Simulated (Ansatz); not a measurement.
# GaH₄N₂F: small, medium and large basis sets

Aim: see how fast density functionals converge with the basis set for GaH₄N₂F.

Computed with Ansatz 0.2.0, Gaussian basis. Level: one geometry, several basis sets.

Levels to be run: PBE0-D4/def2-SVP; ωB97M-V/def2-SVP; PBE0-D4/def2-QZVPP; ωB97M-V/def2-QZVPP; the functionals' def2-TZVPP values are taken from earlier runs.

### Step 1. The relaxed structure

The geometry comes from an earlier relaxation with PBE0-D4/def2-TZVP; it is a stationary point, not always the lowest conformer.

SMILES `[NH2][Ga]([NH2])[F]`, 8 atoms, charge 0, spin multiplicity 1.

Atoms are counted from 1 here; the program's logs count them from 0.

Bond lengths: N1–Ga2 1.806 Å, N1–H5 1.007 Å, N1–H6 1.006 Å, Ga2–N3 1.806 Å, Ga2–F4 1.758 Å, N3–H7 1.006 Å, N3–H8 1.007 Å. Angles: Ga2–N1–H5 119.2°, Ga2–N1–H6 121.7°, H5–N1–H6 111.5°, N1–Ga2–N3 128.9°, N1–Ga2–F4 115.6°, N3–Ga2–F4 115.6°, Ga2–N3–H7 121.6°, Ga2–N3–H8 119.2°, H7–N3–H8 111.5°.

As a file:

```mol
FGaH4N2
  3D, bonds by distance, orders not assigned

  8  7  0  0  0  0  0  0  0  0999 V2000
   -0.5948    1.5080   -0.3526 N   0  0
   -0.2080   -0.2560   -0.3300 Ga  0  0
    0.8738   -1.1647    0.7952 N   0  0
   -0.9918   -1.2207   -1.5735 F   0  0
   -1.3811    1.8312   -0.8915 H   0  0
   -0.4294    2.0949    0.4473 H   0  0
    1.5657   -0.6965    1.3552 H   0  0
    1.1658   -2.0962    0.5499 H   0  0
  1  2  8  0
  2  3  8  0
  2  4  8  0
  1  5  8  0
  1  6  8  0
  3  7  8  0
  3  8  8  0
M  END
```

### Step 2. PBE0-D4 in def2-SVP

in.yaml

```yaml
crystal:
  periodic: [false, false, false]
  atoms:
    - {symbol: N, position_ang: [-0.594832, 1.508049, -0.352591]}
    - {symbol: Ga, position_ang: [-0.208031, -0.256031, -0.330003]}
    - {symbol: N, position_ang: [0.873766, -1.164740, 0.795207]}
    - {symbol: F, position_ang: [-0.991846, -1.220700, -1.573480]}
    - {symbol: H, position_ang: [-1.381060, 1.831186, -0.891545]}
    - {symbol: H, position_ang: [-0.429431, 2.094933, 0.447326]}
    - {symbol: H, position_ang: [1.565700, -0.696487, 1.355218]}
    - {symbol: H, position_ang: [1.165755, -2.096199, 0.549868]}
basis:
  gaussian: {orbitals: def2-SVP}
hamiltonian: {xc: pbe0, dispersion: d4}
output: {orbitals: {seedname: orbitals}}
```

Command:

```
$ ansatz run in.yaml --threads 4 --pin off --events-out ev --progress --plain --max-ram 10444MiB
```

After this run come: ωB97M-V in def2-SVP; PBE0-D4 in def2-QZVPP; ωB97M-V in def2-QZVPP.

**Question.** What will the summary of the whole plan be? Wanted: PBE0-D4: double and triple zeta above quadruple; ωB97M-V: double and triple zeta above quadruple.

As calculated:

| quantity | value |
| --- | --- |
| PBE0-D4: double and triple zeta above quadruple | 15.53, 1.57 eV |
| ωB97M-V: double and triple zeta above quadruple | 15.63, 1.51 eV |

In words: For PBE0-D4 the step from double to triple zeta gains 13.96 eV and the next only 1.57 eV. Total energies overstate the basis error of differences, where much of it tends to cancel. The LUMO of ωB97M-V is positive and keeps falling with the basis (1.73 to 0.93 eV): an unbound level that the basis holds in place.
